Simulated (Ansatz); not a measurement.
# C₂H₆AlNSi: a ladder of functionals and wavefunction methods

An exercise on one series of results from a longer session: the logs are not shown, and one member is left open.

Computed with Ansatz 0.2.0, Gaussian basis. Level: functionals in def2-TZVPP, the program's frozen cores in correlated methods.

Plan: PBE-D4, r2SCAN-D4, PBE0-D4, B3LYP-D4, ωB97X-V, ωB97M-V, B2PLYP; CCSD(T)/def2-TZVPP; MP2/def2-QZVPP; extrapolation to the limit.

**The relaxed structure**

All runs share one geometry, relaxed beforehand with PBE0-D4 in a triple-zeta def2 set.

11 atoms, charge 0, spin multiplicity 1.

Atoms are counted from 1 here; the program's logs count them from 0.

Bond lengths: Al1–N2 1.803 Å, Al1–H6 1.578 Å, Al1–H7 1.573 Å, N2–C3 1.333 Å, N2–H8 1.012 Å, C3–C4 1.214 Å, C4–Si5 1.803 Å, Si5–H9 1.487 Å, Si5–H10 1.486 Å, Si5–H11 1.487 Å. Angles: N2–Al1–H6 114.1°, N2–Al1–H7 117.9°, H6–Al1–H7 127.9°, Al1–N2–C3 126.2°, Al1–N2–H8 120.5°, C3–N2–H8 113.4°, N2–C3–C4 178.0°, C3–C4–Si5 179.5°, C4–Si5–H9 110.9°, C4–Si5–H10 109.5°, C4–Si5–H11 110.9°, H9–Si5–H10 108.6°, H9–Si5–H11 108.2°, H10–Si5–H11 108.6°.

Coordinates:

```
Al   -2.2708   -1.0039    1.5217
N    -0.4757   -0.9657    1.3590
C     0.2155   -0.3176    0.4212
C     0.8077    0.2862   -0.4497
Si    1.7012    1.1782   -1.7375
H    -2.7893   -1.8622    2.7405
H    -3.1236   -0.2042    0.4695
H     0.1099   -1.4670    2.0153
H     1.4337    2.6386   -1.6559
H     3.1616    0.9540   -1.5757
H     1.2951    0.7066   -3.0879
```

Set-up of the first run:

File in.yaml:

```yaml
crystal:
  periodic: [false, false, false]
  atoms:
    - {symbol: Al, position_ang: [-2.270800, -1.003921, 1.521745]}
    - {symbol: N, position_ang: [-0.475692, -0.965724, 1.358986]}
    - {symbol: C, position_ang: [0.215479, -0.317588, 0.421210]}
    - {symbol: C, position_ang: [0.807736, 0.286213, -0.449731]}
    - {symbol: Si, position_ang: [1.701247, 1.178175, -1.737493]}
    - {symbol: H, position_ang: [-2.789319, -1.862198, 2.740527]}
    - {symbol: H, position_ang: [-3.123594, -0.204208, 0.469510]}
    - {symbol: H, position_ang: [0.109863, -1.467037, 2.015331]}
    - {symbol: H, position_ang: [1.433726, 2.638553, -1.655932]}
    - {symbol: H, position_ang: [3.161635, 0.953967, -1.575685]}
    - {symbol: H, position_ang: [1.295117, 0.706568, -3.087867]}
basis:
  gaussian: {orbitals: def2-TZVPP}
hamiltonian: {xc: pbe, dispersion: d4}
output: {forces: true, orbitals: {seedname: orbitals}}
```

On the command line:

```sh
> ansatz run in.yaml --threads 4 --pin off --events-out ev --progress --plain --max-ram 10444MiB
```

Among the steps run: PBE-D4 (GGA); r2SCAN-D4 (meta-GGA); PBE0-D4 (hybrid); B3LYP-D4 (hybrid); ωB97X-V (range-separated); ωB97M-V (range-separated); B2PLYP (double hybrid); CCSD(T) in def2-TZVPP; MP2 in def2-QZVPP.

One table of the session follows, with a row left open; its other results are not shown here.

| method | atomisation energy (eV) |
| --- | --- |
| PBE-D4 | 40.604 |
| r2SCAN-D4 | 40.033 |
| PBE0-D4 | 39.888 |
| B3LYP-D4 | 40.126 |
| ωB97X-V | 40.171 |
| ωB97M-V | 40.118 |
| B2PLYP | 39.672 |
| HF/def2-TZVPP | 28.845 |
| MP2/def2-TZVPP | ? |
| CCSD/def2-TZVPP | 38.163 |
| CCSD(T)/def2-TZVPP | 38.810 |
| MP2/CBS | 40.615 |
| CCSD(T)/CBS | 39.963 |

**Question.** Estimate the row for MP2/def2-TZVPP.

**Answer.** atomisation energy (eV): 39.462. In the column «atomisation energy (eV)» it lies between CCSD(T)/def2-TZVPP (38.810) and B2PLYP (39.672).

Limits of these values: Free atoms (1 Al, 1 N, 2 C, 1 Si, 6 H) were run apart at each level; the atomisation energy is their sum less the molecule, without zero-point or spin-orbit terms.
